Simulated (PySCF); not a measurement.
# CH11PSi3: the cost of one run

Computed with PySCF 2.14.0 and routines of our own; the level stands in each step. Atoms count from 0.

## 1. The system as given

16 atoms, charge 0, multiplicity 1; geometry from: GFN2-xTB.

## 2. Magnetic properties: GIAO CAM-B3LYP/pcSseg-1

The job: settings as JSON, then the geometry in Å.

```
{"job": {"kind": "mag", "xc": "CAM-B3LYP", "basis": "pcSseg-1", "isotopologues": 2}, "charge": 0, "multiplicity": 1}
C     -2.540343    -0.745673     0.398005
Si    -1.289227     0.605127    -0.057938
P      0.554002     0.295793     1.163397
Si     1.337947    -1.618089     0.348504
Si     1.927683     1.792632     0.266316
H     -3.490733    -0.578406    -0.099015
H     -2.180379    -1.730096     0.111006
H     -2.719803    -0.760159     1.469464
H     -1.788300     1.940818     0.282404
H     -1.010487     0.563642    -1.502412
H      1.307519    -1.674240    -1.116539
H      0.494443    -2.684542     0.886219
H      2.715872    -1.759874     0.812302
H      3.251154     1.547788     0.835231
H      2.000180     1.707217    -1.194813
H      1.422872     3.107007     0.653940
```

With the program's defaults for keys left out, this is: GIAO CAM-B3LYP/pcSseg-1 magnetisability, rotational g tensor and spin-rotation constants, non-relativistic, gas phase.

The run is started by

```bash
> OMP_NUM_THREADS=1 python excited_run.py task.json out
```

The driver reads the jobs from task.json and runs them one after another.

Q: Estimate the wall time and peak memory of this first job on 1 thread of Arm Neoverse V2, shared host.

About 32 s, with a peak of 0.82 GiB.
